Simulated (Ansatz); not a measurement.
# CHBFN (SMILES FB1C=N1): functionals against CCSD(T) at one geometry

A test off equilibrium: a structure displaced at random from a GFN2-xTB minimum is computed at several levels, and each is set against CCSD(T).

The runs use Ansatz 0.2.0, Gaussian basis; single points in def2-TZVPP.

Cores are frozen in the correlated methods.

### 1 The starting structure

SMILES `FB1C=N1`, 5 atoms, charge 0, spin multiplicity 1.

Atoms are counted from 1 here; the program's logs count them from 0.

Bond lengths: F1–B2 1.455 Å, B2–C3 1.355 Å, B2–N4 1.476 Å, C3–N4 1.198 Å, C3–H5 1.185 Å. Angles: F1–B2–C3 167.0°, F1–B2–N4 143.1°, C3–B2–N4 49.8°, B2–C3–N4 70.3°, B2–C3–H5 163.9°, N4–C3–H5 125.5°, B2–N4–C3 59.8°.

Coordinates:

```mol
CHBFN
  3D, bonds by distance, orders not assigned

  5  5  0  0  0  0  0  0  0  0999 V2000
    0.1465   -1.4930    1.5923 F   0  0
    0.0533   -0.5373    0.4988 B   0  0
    0.1910    0.4956   -0.3681 C   0  0
   -0.7482   -0.1757   -0.6871 N   0  0
    0.5274    1.5019   -0.8949 H   0  0
  1  2  8  0
  2  3  8  0
  2  4  8  0
  3  4  8  0
  3  5  8  0
M  END
```

### 2 CCSD(T)/def2-TZVPP

File run/in.yaml:

```yaml
crystal:
  periodic: [false, false, false]
  atoms:
    - {symbol: F, position_ang: [0.146500, -1.493000, 1.592300]}
    - {symbol: B, position_ang: [0.053300, -0.537300, 0.498800]}
    - {symbol: C, position_ang: [0.191000, 0.495600, -0.368100]}
    - {symbol: N, position_ang: [-0.748200, -0.175700, -0.687100]}
    - {symbol: H, position_ang: [0.527400, 1.501900, -0.894900]}
basis:
  gaussian: {orbitals: def2-TZVPP}
correlation: {method: ccsd_t}
output: {forces: true}
```

The command line of these runs was not kept.

### 3 PBE0-D4/def2-TZVPP

run/in.yaml: that of step 2 with these lines changed.

```diff
@@ -10,3 +10,3 @@
   gaussian: {orbitals: def2-TZVPP}
-correlation: {method: ccsd_t}
-output: {forces: true}
+hamiltonian: {xc: pbe0, dispersion: d4}
+output: {forces: true, orbitals: {seedname: orbitals}}
```

### 4 wB97M-V/def2-TZVPP

run/in.yaml: that of step 3 with these lines changed.

```diff
@@ -10,3 +10,3 @@
   gaussian: {orbitals: def2-TZVPP}
-hamiltonian: {xc: pbe0, dispersion: d4}
-output: {forces: true, orbitals: {seedname: orbitals}}
+hamiltonian: {xc: {name: wB97M-V}}
+output: {forces: true}
```

### 5 r2SCAN-D4/def2-TZVPP

run/in.yaml: that of step 4 with these lines changed.

```diff
@@ -10,3 +10,3 @@
   gaussian: {orbitals: def2-TZVPP}
-hamiltonian: {xc: {name: wB97M-V}}
+hamiltonian: {xc: r2scan, dispersion: d4}
 output: {forces: true}
```

### 6 PBE-D4/def2-TZVPP

run/in.yaml: that of step 5 with these lines changed.

```diff
@@ -10,3 +10,3 @@
   gaussian: {orbitals: def2-TZVPP}
-hamiltonian: {xc: r2scan, dispersion: d4}
+hamiltonian: {xc: pbe, dispersion: d4}
 output: {forces: true}
```

### 7 r2SCAN0-D4/def2-TZVPP

run/in.yaml: that of step 6 with these lines changed.

```diff
@@ -10,3 +10,3 @@
   gaussian: {orbitals: def2-TZVPP}
-hamiltonian: {xc: pbe, dispersion: d4}
+hamiltonian: {xc: {name: r2SCAN0}, dispersion: d4}
 output: {forces: true}
```

### 8 CAM-B3LYP-D4/def2-TZVPP

run/in.yaml: that of step 7 with these lines changed.

```diff
@@ -10,3 +10,3 @@
   gaussian: {orbitals: def2-TZVPP}
-hamiltonian: {xc: {name: r2SCAN0}, dispersion: d4}
+hamiltonian: {xc: {name: CAM-B3LYP}, dispersion: d4}
 output: {forces: true}
```

(Steps that only read results are left out.)

Q: Predict the outcome of this session. Wanted: energy less free atoms, CCSD(T)/def2-TZVPP; RMS force component; RMS force error; HOMO and LUMO, PBE0-D4; T1 diagnostic.

As calculated:

| quantity | value |
| --- | --- |
| energy less free atoms, CCSD(T)/def2-TZVPP | -2019.0 kJ/mol |
| RMS force component | 4.236 to 4.704 eV/Å over the methods |
| RMS force error | PBE0-D4 0.422, wB97M-V 0.396, r2SCAN-D4 0.355, PBE-D4 0.267, r2SCAN0-D4 0.546, CAM-B3LYP-D4 0.581 eV/Å |
| HOMO and LUMO, PBE0-D4 | -7.78 and -1.08 eV |
| T1 diagnostic | 0.013 |

**Reading.** Against CCSD(T) the functionals' energies less atoms differ by -214.2 to -40.1 kJ/mol, PBE-D4 by -214.2 kJ/mol. CCSD(T) in triple zeta still lacks some correlation energy of the bonds, so part of these gaps is its own basis error and they don't rank the functionals. For forces PBE-D4 does best and CAM-B3LYP-D4 worst. Frozen-core CCSD(T) forces in triple zeta carry basis errors of their own, and this is one geometry, so small gaps rank nothing.
